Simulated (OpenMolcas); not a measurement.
# Mo⁵⁺ among point charges: CASSCF and CASPT2 levels and susceptibility

Aim: the splitting of the states of Mo⁵⁺ in the field of 6 point charges, its lowest levels with spin-orbit coupling and its magnetic susceptibility.

Method: state-averaged CASSCF and CASPT2, spin-orbit coupling by RASSI with atomic mean-field integrals. Code: OpenMolcas 26.06.

**1. Starting point**

```
Species                           : Mo⁵⁺ (molybdenum, Z = 42, 37 electrons)
Basis                             : ANO-RCC-VDZP [6s5p3d1f], 43 functions
Scalar Hamiltonian                : DKH2, point nucleus
Inactive shells                   : 1s 2s 2p 3s 3p 3d 4s 4p
Active space                      : 1 electron in 5 orbitals (4d)
Some configurations of this space : 4d
Orbitals                          : optimised for each spin and parity, averaged over all roots
```

The outer shells:

4d
```
4d [↑ ][  ][  ][  ][  ]
```

The ion sits among 6 point charges of -1.7 e arranged as a trigonal antiprism (D3d), 2.2 Å from the ion, with a polar angle of 53.6° against the regular 54.74°.

The work runs as a chain of OpenMolcas steps in one folder; each step below is one input file. Labels, J, g values, rates, χT and fits are worked out afterwards by a script from the matrices that RASSI stores. The input lists half of the charges; inversion (Group=XYZ) makes the rest.

**2. GATEWAY and SEWARD: basis and integrals**

Input file a.inp:

```
&GATEWAY
Coord
1

Mo 0.0 0.0 0.0
Basis=ANO-RCC-VDZP
Group=XYZ
NoMove
AngMom=0.0 0.0 0.0
AMFI
XField
3 Angstrom 0
0.000000 1.771698 1.304257 -1.700000
1.534335 -0.885849 1.304257 -1.700000
1.534335 0.885849 -1.304257 -1.700000
&SEWARD
```

The run is started by

```bash
$ OMP_NUM_THREADS=1 MOLCAS_MEM=1689 MOLCAS_PROJECT=a pymolcas a.inp > a.log
```

What it wrote:

```text
Basis set label: MO.ANO-RCC...6S5P3D1F.

      Electronic valence basis set:
      ------------------
      Associated Effective Charge  42.000000 au
      Associated Actual Charge     42.000000 au
      Nuclear Model: Point charge

      Shell  nPrim  nBasis  Cartesian Spherical Contaminant
         s      21       6        X
         p      18       5        X
         d      13       3                 X
         f       6       1                 X
                  Relativistic Douglas-Kroll-Hess integrals:
                    - DKH order of Hamiltonian: 2
                    - DKH order of Properties : 0
                  Atomic mean-field integrals
```

**3. Reference wave functions, doublets of even parity, 5 roots**

Input file a.inp:

```
&RASSCF
FileOrb=start.orb
Symmetry=1
Spin=2
nActEl=1 0 0
Inactive=9 9
Ras2=5 0
CIRoot=5 5 1
SDav=5
CIMx=300
Iter=120 100
PrWF=0.3
OrbListing=Nothing
MaxOrb=0
>>> COPY $Project.JobIph JOB001
```

start.orb holds the contracted functions of the basis, ordered by shell, or the orbitals of the step before.

What it wrote:

```text
Wave function specifications:
      -----------------------------

      Number of closed shell electrons          36
      Number of electrons in active shells       1
      Max number of holes in RAS1 space          0
      Max nr of electrons in RAS3 space          0
      Number of inactive orbitals               18
      Number of active orbitals                  5
      Number of secondary orbitals              20
      Spin quantum number                      0.5
      State symmetry                             1
Orbital specifications:
      -----------------------

      Symmetry species                           1   2
                                                ag  au
      Frozen orbitals                            0   0
      Inactive orbitals                          9   9
      Active orbitals                            5   0
      RAS1 orbitals                              0   0
      RAS2 orbitals                              5   0
      RAS3 orbitals                              0   0
      Secondary orbitals                         7  13
      Deleted orbitals                           0   0
      Number of basis functions                 21  22
      Number of CSFs                             5
      Number of root(s) required                 5
      Iter CI   SX   CI       RASSCF       Energy    max ROT     max BLB   max BLB  Level Ln srch  Step   QN
          iter iter root      energy       change     param      element    value   shift minimum  type update
 Nr of preliminary CI iterations:   1
      Total energies have been shifted. Add                -4000.00 au
        1   1    7    0   -52.53136953    0.00E+00   3.05E-01*   9  15 2 -4.40E-01*  0.11   0.00    SX    NO
        2   1    5    0   -52.80299243   -2.72E-01*  1.20E-02    5  11 1 -5.57E-02*  0.15   0.00    SX    NO
        3   1    5    0   -52.80549282   -2.50E-03*  1.73E-03    9  12 2  5.32E-03*  0.16   0.00    SX    NO
        4   1    5    0   -52.80551732   -2.45E-05*  3.21E-04    7  13 2  6.02E-04*  0.16   0.00    SX    NO
        5   1    4    0   -52.80551783   -5.05E-07*  2.97E-05    9  12 2  1.14E-04*  0.16   0.99    QN   YES
        6   1    3    0   -52.80551784   -1.10E-08*  6.98E-06    9  12 2  4.11E-06   0.16   1.03    QN   YES
        7   1    2    0   -52.80551784   -1.82E-11  -2.67E-06    7  17 2 -3.82E-07   0.16   0.87    QN   YES
      Convergence after  7 iterations
        8   1    2    0   -52.80551784    5.00E-12  -2.67E-06    7  10 2 -1.72E-07   0.16   0.87    QN   YES
      Natural orbitals and occupation numbers for root  1
      sym 1:   1.000000   0.000000  -0.000000   0.000000   0.000000
      Natural orbitals and occupation numbers for root  2
      sym 1:   0.000000   0.000000   0.000000   0.000000   1.000000
      Natural orbitals and occupation numbers for root  3
      sym 1:  -0.000000  -0.000000   1.000000   0.000000   0.000000
::    RASSCF root number  1 Total energy:  -4052.81596434
::    RASSCF root number  2 Total energy:  -4052.81596432
::    RASSCF root number  3 Total energy:  -4052.81258741
::    RASSCF root number  4 Total energy:  -4052.79153657
::    RASSCF root number  5 Total energy:  -4052.79153654
```

**4. State interaction with spin-orbit coupling**

Input file a.inp:

```
&RASSI
NrOfJobIphs=1 5
1 2 3 4 5
IphNames
JOB001
EJob
SpinOrbit
DIPRint=1.0
SOCoupling=1000.0
Subsets=2
Property=9
'ANGMOM' 1 'ANGMOM' 2 'ANGMOM' 3 'MLTPL  1' 1 'MLTPL  1' 2 'MLTPL  1' 3
'AMFI' 1 'AMFI' 2 'AMFI' 3
SOProperty=3
'ANGMOM' 1 'ANGMOM' 2 'ANGMOM' 3
```

The run is started by

```bash
$ OMP_NUM_THREADS=1 MOLCAS_MEM=1689 MOLCAS_PROJECT=a pymolcas a.inp > a.log
```

What it wrote:

```text
SPIN-FREE ENERGIES:
  (Shifted by EMIN (a.u.) =      -4052.8159643431)

 SF State       Relative EMIN(au)   Rel lowest level(eV)    D:o, cm**(-1)      L_eff

     1             0.0000000000        0.0000000000              0.0000         2.0
     2             0.0000000244        0.0000006638              0.0054         2.0
     3             0.0033769344        0.0918910673            741.1514         2.0
     4             0.0244277728        0.6647135610           5361.2764         2.0
     5             0.0244278010        0.6647143292           5361.2826         2.0
     Dipole printing threshold changed to   1.00000000E+00
Eigenvalues of complex Hamiltonian:
   -----------------------------------
  (Shifted by EMIN (a.u.) =      -4052.8159643431)

 SO State       Relative EMIN(au)   Rel lowest level(eV)    D:o, cm**(-1)     J-value

     1            -0.0038776252        0.0000000000              0.0000         1.1
     2            -0.0038776252        0.0000000000              0.0000         1.1
     3            -0.0010643773        0.0765523746            617.4365         1.4
     4            -0.0010643773        0.0765523746            617.4365         1.4
     5             0.0058578572        0.2649159696           2136.6914         2.0
     6             0.0058578572        0.2649159696           2136.6914         2.0
     7             0.0252905590        0.7937067255           6401.6765         1.9
     8             0.0252905590        0.7937067255           6401.6765         1.9
     9             0.0260261190        0.8137223317           6563.1132         1.9
    10             0.0260261190        0.8137223317           6563.1132         1.9
Weights of the five most important spin-orbit-free states for each spin-orbit state.

 SO State  Total energy (au)           Spin-free states, spin, and weights
 -------------------------------------------------------------------------------------------------------
    1        -0.003878       1 0.5  0.4818    2 0.5  0.4818    4 0.5  0.0182    5 0.5  0.0182    3 0.5  0.0000
    2        -0.003878       1 0.5  0.4818    2 0.5  0.4818    4 0.5  0.0182    5 0.5  0.0182    3 0.5  0.0000
    3        -0.001064       3 0.5  0.4758    2 0.5  0.2377    1 0.5  0.2377    5 0.5  0.0244    4 0.5  0.0244
    4        -0.001064       3 0.5  0.4758    2 0.5  0.2377    1 0.5  0.2377    5 0.5  0.0244    4 0.5  0.0244
    5         0.005858       3 0.5  0.4823    2 0.5  0.2566    1 0.5  0.2566    4 0.5  0.0023    5 0.5  0.0023
    6         0.005858       3 0.5  0.4823    2 0.5  0.2566    1 0.5  0.2566    4 0.5  0.0023    5 0.5  0.0023
    7         0.025291       4 0.5  0.4734    5 0.5  0.4733    3 0.5  0.0418    1 0.5  0.0057    2 0.5  0.0057
    8         0.025291       4 0.5  0.4734    5 0.5  0.4733    3 0.5  0.0418    1 0.5  0.0057    2 0.5  0.0057
    9         0.026026       5 0.5  0.4818    4 0.5  0.4818    2 0.5  0.0182    1 0.5  0.0182    3 0.5  0.0000
   10         0.026026       5 0.5  0.4818    4 0.5  0.4818    2 0.5  0.0182    1 0.5  0.0182    3 0.5  0.0000
 -------------------------------------------------------------------------------------------------------
```

These steps: 1.7 s of run time, 1 thread of AMD EPYC 9R14 (Zen 4), shared host.

States without spin-orbit coupling:

```tsv
state	degeneracy	E (cm-1)	free-ion L (%)
2E	2	0	D (100)
2A1	1	741	D (100)
2E	2	5361	D (100)
```

With spin-orbit coupling:

| E (cm-1) | Degeneracy | Label | 2S+1 | g |
| --- | --- | --- | --- | --- |
| 0.0 | 2 | E3/2 | 2 | 0.00 0.00 1.24 |
| 617.4 | 2 | E1/2 | 2 | 0.43 0.88 0.88 |
| 2137 | 2 | E1/2 | 2 | 1.57 2.02 2.02 |
| 6402 | 2 | E1/2 | 2 | 0.87 0.87 2.00 |
| 6563 | 2 | E3/2 | 2 | 0.00 0.00 3.01 |

Principal g values are given for doublets only; a zero marks a field direction without first-order Zeeman splitting.

Powder χT (cm³ K/mol): 0.05 at 2 K, 0.05 at 5 K, 0.05 at 10 K, 0.05 at 20 K, 0.06 at 50 K, 0.08 at 100 K, 0.09 at 150 K, 0.11 at 200 K, 0.12 at 250 K, 0.14 at 300 K.

Orbitals of the lowest block (energies include the constant potential of the surroundings):

```tsv
shell	space	energy (hartree)	mean occupation	⟨r²⟩ (bohr²)
1s	inactive	-738.7360	2.000	0.00163
2s	inactive	-107.1830	2.000	0.0277
2p	inactive	-95.6377	6.000	0.0219
3s	inactive	-19.4604	2.000	0.208
3p	inactive	-15.5634	6.000	0.213
3d	inactive	-9.1992	10.000	0.205
4s	inactive	-2.7961	2.000	1.37
4p	inactive	-1.5889	6.000	1.58
4d	RAS2		1.000	2.45
```

**5. CASPT2: IPEA 0.25, imaginary shift 0.1 (closed shells correlated: 4s 4p)**

Input file a.inp:

```
>>> COPY JOB001 $Project.JobIph
&CASPT2
Multistate=5 1 2 3 4 5
NoMult
Frozen=8 6
IPEA=0.25
Imaginary=0.1
MaxIter=60
WThr=0.0 0.3 0.05
PrWF=0.5
NoMix
```

The run is started by

```bash
$ OMP_NUM_THREADS=1 MOLCAS_MEM=1689 MOLCAS_PROJECT=a pymolcas a.inp > a.log
```

What it wrote:

```text
Orbital specifications:
      -----------------------

      Symmetry species                           1   2
                                                ag  au
      Frozen orbitals                            8   6
      Inactive orbitals                          1   3
      Active orbitals                            5   0
      Secondary orbitals                         7  13
      Deleted orbitals                           0   0
      Number of basis functions                 21  22
Type of calculation                        SS-CASPT2
      Fock operator                              state-specific
      IPEA shift                                 0.25
      Real shift                                 0.00
      Imaginary shift                            0.10
      The input orbitals will be transformed to quasi-canonical
Reference energy:       -4052.8159643431
      E2 (Non-variational):      -0.1667875990
      Shift correction:          -0.0000772267
      E2 (Variational):          -0.1668648257
      Total energy:           -4052.9828291688
      Residual norm:              0.0000001326
      Reference weight:           0.96626
      Contributions to the CASPT2 correlation energy
      Active & Virtual Only:          0.0000000000
      One Inactive Excited:          -0.0364736929
      Two Inactive Excited:          -0.1303139061
Reference energy:       -4052.8159643187
      E2 (Non-variational):      -0.1671584400
      Shift correction:          -0.0000779749
      E2 (Variational):          -0.1672364149
      Total energy:           -4052.9832007336
      Residual norm:              0.0000001321
      Reference weight:           0.96609
      Contributions to the CASPT2 correlation energy
      Active & Virtual Only:          0.0000000000
      One Inactive Excited:          -0.0368454582
      Two Inactive Excited:          -0.1303129818
::    CASPT2 Root  1     Total energy:  -4052.98282917
::    CASPT2 Root  2     Total energy:  -4052.98320073
::    CASPT2 Root  3     Total energy:  -4052.97898738
::    CASPT2 Root  4     Total energy:  -4052.95876297
::    CASPT2 Root  5     Total energy:  -4052.95837025
```

This run: 0.52 s of run time, 1 thread of AMD EPYC 9R14 (Zen 4), shared host.

SS-CASPT2: lowest energy less the reference's lowest, -0.1671 hartree; reference weights 0.966.

States without spin-orbit coupling:

```tsv
state	degeneracy	E (cm-1)	free-ion L (%)
2E	2	0	D (100)
2A1	1	884	D (100)
2E	2	5366	D (100)
```

With spin-orbit coupling:

```csv
E (cm-1),Degeneracy,Label,2S+1,g
0,2,E3/2,2,0.00 0.00 1.24
680,2,E1/2,2,0.68 0.93 0.93
2210,2,E1/2,2,1.34 2.04 2.04
6410,2,E1/2,2,0.89 0.89 1.99
6570,2,E3/2,2,0.00 0.00 3.01
```

Powder χT (cm³ K/mol): 0.05 at 2 K, 0.05 at 5 K, 0.05 at 10 K, 0.05 at 20 K, 0.06 at 50 K, 0.08 at 100 K, 0.09 at 150 K, 0.11 at 200 K, 0.12 at 250 K, 0.14 at 300 K.

**6. The methods side by side**

A. CASSCF
B. SS-CASPT2, IPEA 0.25, imaginary shift 0.1 (closed shells correlated: 4s 4p)

```tsv
method	ground state	first state of that spin (cm-1)	first gap with spin-orbit (cm-1)	χT at 300 K
A	2E	2A1 741.1	617.4	0.14
B	2E	2A1 883.9	682.3	0.14
```

**7. Results**

| quantity | value |
| --- | --- |
| method | SS-CASPT2, IPEA 0.25, imaginary shift 0.1 (closed shells correlated: 4s 4p) |
| spin-free ground state | 2E, 2-fold in its orbital part |
| first state of the same spin within the active space | 2A1 at 884 cm⁻¹ |
| lowest level | 2-fold E3/2, g = 0.00, 0.00, 1.24 |
| next level | 682.3 cm⁻¹ |
| χT at 300 K | 0.14 cm³ K/mol |
| effective moment at 300 K | 1.05 μB |

Cost by method:

```tsv
method	time of its own steps	time with the reference
A. CASSCF	1.7 s	1.7 s
B. SS-CASPT2, IPEA 0.25, imaginary shift 0.1, +4s 4p	0.52 s	2.2 s
```

Times are of one thread on a shared host.

The spin-free ground state (2E) comes to 100 % from free-ion D terms and keeps the highest spin of the shell. χT at 300 K is 0.14, against 0.38 cm³ K/mol for the spin alone, so orbital moment lowers it. CASPT2 does not keep the components of a term degenerate, and the means are used. The field of point charges can differ much from that of real complexes. Point charges carry no covalency, so the field is a model and not that of real ligands.
